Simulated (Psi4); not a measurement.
# SiH4O4 (orthosilicic acid): revPBE/def2-SVP

What is the vertical ionisation energy of SiH4O4 (orthosilicic acid) at revPBE/def2-SVP? Input form: a Python script.

The results are computed with Psi4 1.11.

9 further runs of the same task are left out: 7 that didn't finish, 2 set aside as unsound or not needed.

## Step 1: The system as given

SiH4O4: 9 atoms, total charge 0, spin state singlet. As SMILES, `O[Si](O)(O)O`. The coordinates come from a PBE0-D4/def2-TZVP relaxation. This is one conformer, not always the lowest.

Bond lengths: O1–Si2 1.631 Å, Si2–O3 1.631 Å, Si2–O4 1.631 Å, Si2–O5 1.631 Å, O1–H6 0.958 Å, O3–H7 0.958 Å, O4–H8 0.958 Å, O5–H9 0.958 Å. Angles: O1–Si2–O3 106.4°, O1–Si2–O4 115.8°, O1–Si2–O5 106.4°, O3–Si2–O4 106.4°, O3–Si2–O5 115.8°, O4–Si2–O5 106.4°, Si2–O1–H6 116.6°, Si2–O3–H7 116.6°, Si2–O4–H8 116.6°, Si2–O5–H9 116.6°.

## Step 2: A single-point energy at revPBE/def2-SVP

The input, calc.py:

```python
import psi4

psi4.set_memory('2200 MB')
psi4.set_num_threads(1)
psi4.core.set_output_file('run.log', False)

mol = psi4.geometry("""
0 1
O     -0.969050     0.776350    -1.057560
Si     0.000010     0.000030    -0.000040
O      1.527610     0.433680    -0.372150
O     -0.043140    -1.629280    -0.059900
O     -0.515400     0.419370     1.489460
H     -0.639460     0.869750    -1.952330
H      2.226280    -0.135170    -0.046190
H     -0.768040    -2.056130     0.398680
H     -0.818790     1.321420     1.600040
symmetry c1
no_reorient
no_com
""")

psi4.set_options({
    'basis': 'def2-SVP',
    'reference': 'rks',
    'puream': True,
    'e_convergence': 1e-09,
    'd_convergence': 1e-08,
    'scf_type': 'pk',
    'dft_radial_points': 99,
    'dft_spherical_points': 590,
})

E, wfn = psi4.energy("revpbe", return_wfn=True)
psi4.oeprop(wfn, "MAYER_INDICES", "WIBERG_LOWDIN_INDICES", "MULLIKEN_CHARGES")
print(f'total energy {E:.8f} hartree = {E * 27.211386:.5f} eV')
for k, v in sorted(psi4.core.scalar_variables().items()):
    print(f'{k:45s} {v:18.10f}')
```

Launch:

```console
$ python calc.py
```

run.log:

```text
[...]
  Running in c1 symmetry.
[...]
  Nuclear repulsion =  269.977267005942565
[...]
  Multiplicity = 1
[...]
  Nalpha       = 25
  Nbeta        = 25
[...]
    Number of basis functions: 94
[...]
   @RKS iter   1:  -591.88975339362435    1.18606e-01   1.35670e-02 ADIIS/DIIS
[...]
   @RKS iter  10:  -592.48517450922691   -2.84217e-12   3.35559e-09 DIIS
[...]
    Orbital Energies [Eh]
    ---------------------
    Doubly Occupied:
       1A    -65.470714     2A    -18.758645     3A    -18.758594
       4A    -18.758593     5A    -18.758580     6A     -5.102764
       7A     -3.512413     8A     -3.512413     9A     -3.512146
      10A     -0.926690    11A     -0.888907    12A     -0.888906
      13A     -0.883605    14A     -0.520326    15A     -0.462503
      16A     -0.462501    17A     -0.453346    18A     -0.329825
      19A     -0.306272    20A     -0.304452    21A     -0.304450
      22A     -0.280787    23A     -0.279399    24A     -0.250962
      25A     -0.250960
[...]
  @RKS Final Energy:  -592.48517450922691
   => Energetics <=
    Nuclear Repulsion Energy =            269.9772670059425650
    One-Electron Energy =               -1356.2953651907946551
    Two-Electron Energy =                 550.6772913687124174
    DFT Exchange-Correlation Energy =     -56.8443676930872925
    Empirical Dispersion Energy =           0.0000000000000000
    VV10 Nonlocal Energy =                  0.0000000000000000
    Total Energy =                       -592.4851745092269084
[...]
 Multipole Moments:
 ------------------------------------------------------------------------------------
     Multipole            Electronic (a.u.)      Nuclear  (a.u.)        Total (a.u.)
 ------------------------------------------------------------------------------------
 L = 1.  Multiply by 2.5417464519 to convert [e a0] to [Debye]
 Dipole X            :         -0.0005559            0.0005480           -0.0000078
 Dipole Y            :         -0.0024967            0.0023622           -0.0001346
 Dipole Z            :          0.0031483           -0.0029480            0.0002003
 Magnitude           :                                                    0.0002415
[...]
  Mulliken Charges: (a.u.)
   Center  Symbol    Alpha    Beta     Spin     Total
       1     O     4.17485  4.17485  0.00000 -0.34970
       2    SI     6.65621  6.65621  0.00000  0.68758
       3     O     4.17485  4.17485  0.00000 -0.34970
       4     O     4.17486  4.17486  0.00000 -0.34971
       5     O     4.17486  4.17486  0.00000 -0.34972
       6     H     0.41109  0.41109  0.00000  0.17781
       7     H     0.41109  0.41109  0.00000  0.17781
       8     H     0.41109  0.41109  0.00000  0.17781
       9     H     0.41109  0.41109  0.00000  0.17781
   Total alpha = 25.00000, Total beta = 25.00000, Total charge =  0.00000
[...]
```

The script printed:

```text
total energy -592.48517451 hartree = -16122.34278 eV
CURRENT ENERGY                                   -592.4851745092
CURRENT REFERENCE ENERGY                         -592.4851745092
DD SOLVATION ENERGY                                 0.0000000000
DFT FUNCTIONAL TOTAL ENERGY                      -592.4851745092
DFT TOTAL ENERGY                                 -592.4851745092
DFT VV10 ENERGY                                     0.0000000000
DFT XC ENERGY                                     -56.8443676931
GRID ELECTRONS ALPHA                               25.0000002815
GRID ELECTRONS BETA                                25.0000002815
GRID ELECTRONS TOTAL                               50.0000005631
NUCLEAR REPULSION ENERGY                          269.9772670059
ONE-ELECTRON ENERGY                             -1356.2953651908
PCM POLARIZATION ENERGY                             0.0000000000
PE ENERGY                                           0.0000000000
SCF ITERATION ENERGY                             -592.4851745092
SCF ITERATIONS                                     10.0000000000
SCF TOTAL ENERGY                                 -592.4851745092
TWO-ELECTRON ENERGY                               550.6772913687
XC GRID RADIAL POINTS                              99.0000000000
XC GRID SPHERICAL POINTS                          590.0000000000
XC GRID TOTAL POINTS                           499766.0000000000
```

Run time: 12 s. Hardware: 1 thread of Intel Xeon 6975P-C (Granite Rapids), shared host; peak memory 0.9 GiB.

## Step 3: The doublet cation: energy and gradient at U-revPBE/def2-SVP

The input, h4o4si.xyz:

```xyz
9
H4O4Si
O     -0.969050     0.776350    -1.057560
Si     0.000010     0.000030    -0.000040
O      1.527610     0.433680    -0.372150
O     -0.043140    -1.629280    -0.059900
O     -0.515400     0.419370     1.489460
H     -0.639460     0.869750    -1.952330
H      2.226280    -0.135170    -0.046190
H     -0.768040    -2.056130     0.398680
H     -0.818790     1.321420     1.600040
```

The input, job.py:

```python
import psi4

psi4.set_memory(2200000000)
psi4.set_num_threads(1)
psi4.set_output_file('psi4.out', False)

with open('h4o4si.xyz') as f:
    atoms = ''.join(f.readlines()[2:])
m = psi4.geometry('1 2\n' + atoms + 'symmetry c1')

options = {'reference': 'uks', 'puream': True, 'e_convergence': 1e-09, 'd_convergence': 1e-06, 'scf_type': 'pk', 'dft_radial_points': 99, 'dft_spherical_points': 590, 'maxiter': 150, 'level_shift': 0.3, 'level_shift_cutoff': 1e-09}
psi4.set_options(options)

E, wfn = psi4.gradient('revpbe/def2-SVP', return_wfn=True)
psi4.oeprop(wfn, 'WIBERG_LOWDIN_INDICES', 'DIPOLE', 'QUADRUPOLE')
print('gradient / Eh bohr^-1')
print(E.np.round(6))
print(f'energy = {wfn.energy():.10f} Eh')
```

Launch:

```console
$ python job.py
```

psi4.out, shortened:

```text
[...]
  Running in c1 symmetry.
[...]
  Nuclear repulsion =  269.977267005942508
[...]
  Multiplicity = 2
[...]
  Nalpha       = 25
  Nbeta        = 24
[...]
    Number of basis functions: 94
[...]
   @UKS iter   1:  -591.74305502097582    2.65304e-01   1.06070e-02 ADIIS/DIIS/SHIFT
[...]
   @UKS iter 104:  -592.10875399075451    1.94291e-10   4.83048e-07 DIIS/SHIFT
[...]
   @S^2 Observed:                7.522705838E-01
[...]
  @UKS Final Energy:  -592.10875399075451
   => Energetics <=
    Nuclear Repulsion Energy =            269.9772670059425081
    One-Electron Energy =               -1343.1460061258962924
    Two-Electron Energy =                 537.5007334665484677
    DFT Exchange-Correlation Energy =     -56.4407483373490493
    Empirical Dispersion Energy =           0.0000000000000000
    VV10 Nonlocal Energy =                  0.0000000000000000
    Total Energy =                       -592.1087539907545079
[...]
  -Total Gradient:
     Atom            X                  Y                   Z
    ------   -----------------  -----------------  -----------------
       1        0.019733936551     0.005373393543    -0.000212844648
       2       -0.001847096507    -0.001585656141    -0.002050335059
       3       -0.008592289107    -0.017430273346     0.011934459683
       4       -0.003320999721     0.008467378674     0.018332410721
       5        0.001676385680     0.011626908567    -0.019551900572
       6       -0.004491856692    -0.011235717889     0.025011558162
       7       -0.022963653844     0.010003033216    -0.009345285680
       8        0.013803372435     0.019089314037    -0.014732563591
       9        0.006002627933    -0.024307883529    -0.009384924536
[...]
 Multipole Moments:
 ------------------------------------------------------------------------------------
[...]
```

The script printed:

```text
gradient / Eh bohr^-1
[[ 0.019734  0.005373 -0.000213]
 [-0.001847 -0.001586 -0.00205 ]
 [-0.008592 -0.01743   0.011934]
 [-0.003321  0.008467  0.018332]
 [ 0.001676  0.011627 -0.019552]
 [-0.004492 -0.011236  0.025012]
 [-0.022964  0.010003 -0.009345]
 [ 0.013803  0.019089 -0.014733]
 [ 0.006003 -0.024308 -0.009385]]
energy = -592.1087539908 Eh
```

Run time: 2.3 min. Hardware: 1 thread of Intel Xeon 6975P-C (Granite Rapids), shared host; peak memory 0.9 GiB.

## Step 4: Outcome

At revPBE/def2-SVP:

```
                                          quantity          value
                      singlet SiH4O4: total energy  -592.48517 Eh
                     singlet SiH4O4: dipole moment         0.00 D
                       singlet SiH4O4: HOMO energy       -6.83 eV
                       singlet SiH4O4: LUMO energy        0.27 eV
                     singlet SiH4O4: HOMO–LUMO gap        7.10 eV
                      doublet cation: total energy  -592.10875 Eh
doublet cation: HOMO energy (highest over α and β)      -13.69 eV
                              doublet cation: ⟨S²⟩          0.752
          doublet cation: largest force on an atom     1.429 eV/Å
vertical ionisation energy (to the doublet cation)      10.243 eV
```

In words: Removing an electron at fixed nuclei costs 10.24 eV (988 kJ/mol). −ε(HOMO) before ionisation, 6.83 eV, is 3.41 eV below this ionisation energy. Mulliken charges (singlet SiH4O4) run from -0.35 on O5 to +0.69 on Si2.
